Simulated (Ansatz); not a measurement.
Turn this script for the Ansatz DFT code, driven from Python into the input file that the command-line program reads.

Notebook, run cell by cell (the value of a cell's last expression is shown):

```python
import ansatz as az
import numpy as np
```

```python
mol = (
    az.Crystal.molecule()
    .atom("N", [-0.7597, -1.9925, 0.0637])
    .atom("Si", [-0.7053, -0.3612, 0.6095])
    .atom("Cl", [0.0942, -0.2023, 2.4428])
    .atom("C", [0.8547, 0.2513, -0.3392])
    .atom("C", [-0.3122, 0.9498, -0.4744])
    .atom("O", [-0.4271, 2.3183, -0.4806])
    .atom("H", [-0.8929, -1.9278, -0.9544])
    .atom("H", [0.1242, -2.3851, 0.2134])
    .atom("H", [1.7737, 0.6441, -0.1191])
    .atom("H", [0.3335, 2.6541, -0.9588])
)
```

```python
model = mol.calculation()
model = model.basis(gaussian="def2-SVP").functional("b3lyp", dispersion="d4")
symbols = [site.symbol for site in mol.cartesian_sites]
start = np.array([site.position_ang for site in mol.cartesian_sites], dtype=float)
def progress(event):
    if event["event"] == "relax_step":
        row = event["data"]
        print(f"step {row['step']:3d}  E = {row['lagrangian_ev']:.6f} eV  largest force component {row['allowed_force_max_ev_ang']:.4f} eV/A")
```

```python
rep = model.relax(force_tolerance=0.01).session().plan().execute(on_event=progress).report
end = np.array(rep["positions_ang"])
```

    step   1  E = -26064.555227 eV  largest force component 5.0023 eV/A
    step   2  E = -26065.786881 eV  largest force component 2.4301 eV/A
    step   3  E = -26066.528458 eV  largest force component 1.4017 eV/A
    step   4  E = -26066.938631 eV  largest force component 0.8881 eV/A
    step   5  E = -26067.052117 eV  largest force component 0.6350 eV/A
    step   6  E = -26067.171701 eV  largest force component 0.9758 eV/A
    step   7  E = -26067.205137 eV  largest force component 1.0747 eV/A
    step   8  E = -26067.261413 eV  largest force component 0.2274 eV/A
    step   9  E = -26067.270424 eV  largest force component 0.5066 eV/A
    step  10  E = -26067.281978 eV  largest force component 0.2579 eV/A
    step  11  E = -26067.287642 eV  largest force component 0.2092 eV/A
    step  12  E = -26067.288577 eV  largest force component 0.4612 eV/A
    step  13  E = -26067.288577 eV  largest force component 0.4617 eV/A
    step  14  E = -26067.173924 eV  largest force component 1.8283 eV/A
    step  15  E = -26067.296233 eV  largest force component 0.0639 eV/A
    step  16  E = -26067.296805 eV  largest force component 0.0196 eV/A
    step  17  E = -26067.296671 eV  largest force component 0.0856 eV/A
    step  18  E = -26067.296765 eV  largest force component 0.0428 eV/A
    step  19  E = -26067.296885 eV  largest force component 0.0053 eV/A

```python
for key in ("converged", "free_energy_ev", "reference_energy_ev", "n_frozen", "n_occupied", "n_virtual"):
    print(f"{key:22s} {rep[key]}")
```

    converged              True
    free_energy_ev         -26067.29713618459
    reference_energy_ev    -26066.868161986728
    n_frozen               0
    n_occupied             [31, 31]
    n_virtual              [81, 81]

```python
print("final positions (A) and the move of each atom")
for symbol, xyz, old in zip(symbols, end, start):
    print(f"{symbol:2s} {xyz[0]:10.5f} {xyz[1]:10.5f} {xyz[2]:10.5f}   {np.linalg.norm(xyz - old):7.4f}")
with open("c2h4clnosi_opt.xyz", "w") as handle:
    handle.write(f"{len(symbols)}\nrelaxed C2H4ClNOSi\n")
    handle.writelines(f"{s:2s} {x:11.6f} {y:11.6f} {z:11.6f}\n" for s, (x, y, z) in zip(symbols, end))
```

    final positions (A) and the move of each atom
    N    -0.56610   -1.96802   -0.01705    0.2112
    Si   -0.02080   -0.46571    0.57902    0.6931
    Cl   -0.18293   -0.65433    2.64506    0.5675
    C     1.15992    0.62077   -0.22170    0.4934
    C    -0.09882    1.15172   -0.21791    0.3900
    O    -0.67037    2.27457   -0.65923    0.3050
    H    -0.61945   -2.17031   -1.00878    0.3695
    H    -1.06266   -2.63282    0.56360    1.2620
    H     2.13706    0.95505   -0.58842    0.6701
    H     0.00726    2.83778   -1.07170    0.3910

`input.yaml`:
```yaml
crystal:
  periodic: [false, false, false]
  atoms:
    - { symbol: "N", position_ang: [-0.7597, -1.9925, 0.0637] }
    - { symbol: Si, position_ang: [-0.7053, -0.3612, 0.6095] }
    - { symbol: Cl, position_ang: [0.0942, -0.2023, 2.4428] }
    - { symbol: C, position_ang: [0.8547, 0.2513, -0.3392] }
    - { symbol: C, position_ang: [-0.3122, 0.9498, -0.4744] }
    - { symbol: O, position_ang: [-0.4271, 2.3183, -0.4806] }
    - { symbol: H, position_ang: [-0.8929, -1.9278, -0.9544] }
    - { symbol: H, position_ang: [0.1242, -2.3851, 0.2134] }
    - { symbol: H, position_ang: [1.7737, 0.6441, -0.1191] }
    - { symbol: H, position_ang: [0.3335, 2.6541, -0.9588] }
basis:
  gaussian:
    orbitals: def2-SVP
hamiltonian:
  xc: b3lyp
  dispersion: d4
relax:
  f_tol: 0.01
```

Notes:
- These settings explore the input space; basis and method may be short of convergence.
- The end point is the stationary point reached from this start; no frequency run checks that it is a minimum, and the basis set is modest.
- Total less reference energy is the dispersion correction.
- b3lyp holds the VWN-RPA fit, as in Gaussian; the form of ORCA and Turbomole is b3lyp5.
- Finished in 120 s on 1 thread of Arm Neoverse V2, with other jobs on the host, peak memory 0.34 GiB.

(Lines on the test bed's own set-up are left out of the output.)
